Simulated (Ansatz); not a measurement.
# ZnCd3O4: the cost of one run

Computed with Ansatz 0.2.0 (DFT PBE, scalar-relativistic, plane waves, PAW, unless a step names another level, unless a step's input says otherwise).

## Step 1: Starting point

Symmetry: P-4m2, No. 115, tetragonal system. Conventional cell: a = 3.517 Å, b = 3.517 Å, c = 10.102 Å, α = 90.00°, β = 90.00°, γ = 90.00°. Zn (site symmetry -4m2) has 4 O at 2.03 Å in its first shell of neighbours. Cd (site symmetry 2mm) is surrounded by 4 O at 2.22 Å. Cd (site symmetry -4m2) is surrounded by 4 O at 2.22 Å. O (site symmetry 2mm) is surrounded by 2 Zn at 2.03 Å and 2 Cd at 2.22 Å. O (site symmetry 2mm) has 4 Cd at 2.22 Å in its first shell of neighbours.

Coordinates:

```cif
data_structure
_symmetry_space_group_name_H-M 'P 1'
_symmetry_Int_Tables_number 1
_cell_length_a 3.5171
_cell_length_b 3.5171
_cell_length_c 10.1021
_cell_angle_alpha 90.000
_cell_angle_beta 90.000
_cell_angle_gamma 90.000
_cell_volume 124.96
loop_
_atom_site_label
_atom_site_type_symbol
_atom_site_fract_x
_atom_site_fract_y
_atom_site_fract_z
_atom_site_occupancy
Zn1 Zn 0.50000 0.50000 0.00000 1
Cd1 Cd 0.00000 0.00000 0.76680 1
Cd2 Cd 0.00000 0.00000 0.23320 1
Cd3 Cd 0.50000 0.50000 0.50000 1
O1 O 0.50000 0.00000 0.90048 1
O2 O 0.00000 0.50000 0.09952 1
O3 O 0.50000 0.00000 0.36656 1
O4 O 0.00000 0.50000 0.63344 1
```

The cell was relaxed beforehand at this level, from a generated guess; it is a trial structure. At a tolerance of 0.05 Å it has space group P-4m2 (No. 115); it has 15.62 Å³/atom, an uncorrected energy of -1.09 eV/atom over the elements and, on its mesh, gap none (metal).

## Step 2: Strained cells: the elastic tensor

Contents of input.yaml:

```yaml
crystal:
  lattice:
    - [3.5159681597, 0.0, 0.0]
    - [0.0, 3.5159681597, 0.0]
    - [0.0, 0.0, 10.1113703437]
  atoms:
    - { symbol: Zn, position: [0.5, 0.5, 0.0] }
    - { symbol: Cd, position: [0.0, 0.0, 0.7667121957] }
    - { symbol: Cd, position: [0.0, 0.0, 0.2332878043] }
    - { symbol: Cd, position: [0.5, 0.5, 0.5] }
    - { symbol: O, position: [0.5, 0.0, 0.9004254851] }
    - { symbol: O, position: [0.0, 0.5, 0.0995745149] }
    - { symbol: O, position: [0.5, 0.0, 0.3665768207] }
    - { symbol: O, position: [0.0, 0.5, 0.6334231793] }
basis:
  ecutwfc: 420
kpoints:
  mp_grid: { grid: [10, 10, 4] }
hamiltonian:
  xc: pbe
scf:
  occupations: { method: fermi_dirac, width: 0.15 }
output:
  forces: true
  stress: true
  eigenvalues: true
elastic:
  mode: relaxed_ion
  amplitude: 0.005
  stencil: two_point
```

Started as:

```console
ansatz run input.yaml --threads 4 --pin off --max-ram 8192MiB --backend cpu --events-out ev --progress --plain --runs-dir out
```

What time and memory should one allow on 4 threads of Arm Neoverse V1, shared host?

About 18 min, with a peak of 1.1 GiB.
